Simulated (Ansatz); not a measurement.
# C₃H₁₂AlNO: one species, many methods

The task here is to estimate one member of a computed series from the others.

Method: functionals in def2-TZVPP, the program's frozen cores in correlated methods; program: Ansatz 0.2.0, Gaussian basis.

Levels to be run: LDA (SPW92), PBE-D4, revPBE-D4, BLYP-D4, r2SCAN-D4, B97M-V, PBE0-D4, B3LYP-D4, r2SCANh-D4, r2SCAN0-D4, HSE06-D4, BHLYP-D4, CAM-B3LYP-D4, LC-ωPBE, ωB97X-V, ωB97M-V, B2PLYP, PBE-QIDH; CCSD(T)/def2-SVP; MP2/def2-TZVPP; RPA on PBE.

1 further run of the same task is left out (it didn't finish).

**The relaxed structure**

An earlier PBE0-D4 in a triple-zeta def2 set relaxation fixed the geometry.

SMILES `C[O][Al-]([CH3])([CH3])[NH3+]`, 18 atoms, charge 0, spin multiplicity 1.

Atoms are counted from 1 here; the program's logs count them from 0.

Bond lengths: C1–O2 1.389 Å, C1–H7 1.100 Å, C1–H8 1.100 Å, C1–H9 1.097 Å, O2–Al3 1.743 Å, Al3–C4 1.971 Å, Al3–C5 1.971 Å, Al3–N6 2.048 Å, C4–H10 1.096 Å, C4–H11 1.096 Å, C4–H12 1.096 Å, C5–H13 1.096 Å, C5–H14 1.096 Å, C5–H15 1.096 Å, N6–H16 1.013 Å, N6–H17 1.018 Å, N6–H18 1.014 Å. Angles: O2–C1–H7 112.3°, O2–C1–H8 112.4°, O2–C1–H9 110.2°, H7–C1–H8 107.4°, H7–C1–H9 107.1°, H8–C1–H9 107.1°, C1–O2–Al3 130.8°, O2–Al3–C4 116.5°, O2–Al3–C5 116.6°, O2–Al3–N6 89.2°, C4–Al3–C5 118.8°, C4–Al3–N6 104.5°, C5–Al3–N6 104.4°, Al3–C4–H10 112.5°, Al3–C4–H11 112.8°, Al3–C4–H12 111.2°, H10–C4–H11 107.5°, H10–C4–H12 106.1° and more.

Geometry (Å):

```xyz
18
charge 0, multiplicity 1
C    -0.5608   -2.1519   -1.2864
O    -0.5240   -1.3408   -0.1594
Al    0.0940    0.2743    0.0609
C     2.0548    0.4691    0.1000
C    -0.9907    1.7430   -0.6812
N    -0.4516    0.1833    2.0327
H    -1.1574   -1.7117   -2.0992
H     0.4428   -2.3554   -1.6889
H    -1.0131   -3.1209   -1.0421
H     2.3725    1.4342    0.5114
H     2.5473   -0.3161    0.6846
H     2.4790    0.4140   -0.9089
H    -2.0634    1.6110   -0.5003
H    -0.7063    2.7210   -0.2756
H    -0.8682    1.8169   -1.7676
H    -1.1571    0.8564    2.3089
H    -0.8549   -0.7502    2.0745
H     0.3195    0.2352    2.6884
```

Set-up of the first run:

in.yaml reads:

```yaml
crystal:
  periodic: [false, false, false]
  atoms:
    - {symbol: C, position_ang: [-0.560782, -2.151856, -1.286360]}
    - {symbol: O, position_ang: [-0.524040, -1.340784, -0.159380]}
    - {symbol: Al, position_ang: [0.093972, 0.274294, 0.060929]}
    - {symbol: C, position_ang: [2.054810, 0.469102, 0.099975]}
    - {symbol: C, position_ang: [-0.990651, 1.743028, -0.681151]}
    - {symbol: N, position_ang: [-0.451583, 0.183270, 2.032703]}
    - {symbol: H, position_ang: [-1.157431, -1.711724, -2.099247]}
    - {symbol: H, position_ang: [0.442769, -2.355400, -1.688899]}
    - {symbol: H, position_ang: [-1.013137, -3.120908, -1.042070]}
    - {symbol: H, position_ang: [2.372542, 1.434177, 0.511402]}
    - {symbol: H, position_ang: [2.547285, -0.316130, 0.684597]}
    - {symbol: H, position_ang: [2.479037, 0.413980, -0.908893]}
    - {symbol: H, position_ang: [-2.063389, 1.611002, -0.500310]}
    - {symbol: H, position_ang: [-0.706320, 2.720964, -0.275640]}
    - {symbol: H, position_ang: [-0.868154, 1.816866, -1.767585]}
    - {symbol: H, position_ang: [-1.157104, 0.856426, 2.308895]}
    - {symbol: H, position_ang: [-0.854863, -0.750166, 2.074484]}
    - {symbol: H, position_ang: [0.319537, 0.235162, 2.688351]}
basis:
  gaussian: {orbitals: def2-TZVPP}
hamiltonian: {xc: lda}
output: {orbitals: {seedname: orbitals}}
```

On the command line:

```sh
ansatz run in.yaml --threads 4 --pin off --events-out ev --progress --plain --max-ram 11315MiB
```

Among the steps run: LDA; PBE-D4 (GGA); revPBE-D4 (GGA); BLYP-D4 (GGA); r2SCAN-D4 (meta-GGA); B97M-V (meta-GGA); B3LYP-D4 (hybrid); r2SCANh-D4 (hybrid); r2SCAN0-D4 (hybrid); HSE06-D4 (hybrid); BHLYP-D4 (hybrid); CAM-B3LYP-D4 (range-separated); LC-ωPBE (range-separated); ωB97X-V (range-separated); ωB97M-V (range-separated); B2PLYP (double hybrid); PBE-QIDH (double hybrid).

One table of the session follows, with a row left open; its other results are not shown here.

It belongs to the step «Frontier levels by functional». 

| functional | HOMO (eV) | gap (eV) |
| --- | --- | --- |
| LDA (SPW92) | -5.22 | 4.40 |
| PBE-D4 | -5.09 | 4.36 |
| revPBE-D4 | -5.04 | 4.36 |
| BLYP-D4 | -5.01 | 4.23 |
| r2SCAN-D4 | -5.38 | 5.39 |
| B97M-V | -5.50 | 4.93 |
| PBE0-D4 | -6.48 | 6.56 |
| B3LYP-D4 | -6.27 | 5.99 |
| r2SCANh-D4 | -5.90 | 6.14 |
| r2SCAN0-D4 | -6.68 | 7.25 |
| HSE06-D4 | -6.08 | 5.80 |
| BHLYP-D4 | -7.77 | 8.43 |
| CAM-B3LYP-D4 | ? | ? |
| LC-ωPBE | -9.20 | 11.36 |
| ωB97X-V | -8.88 | 10.79 |
| ωB97M-V | -8.77 | 10.21 |

**Question.** Estimate the row for CAM-B3LYP-D4.

**Answer.** HOMO (eV): -7.88; gap (eV): 8.70. In the column «HOMO (eV)» it lies between ωB97M-V (-8.77) and BHLYP-D4 (-7.77).
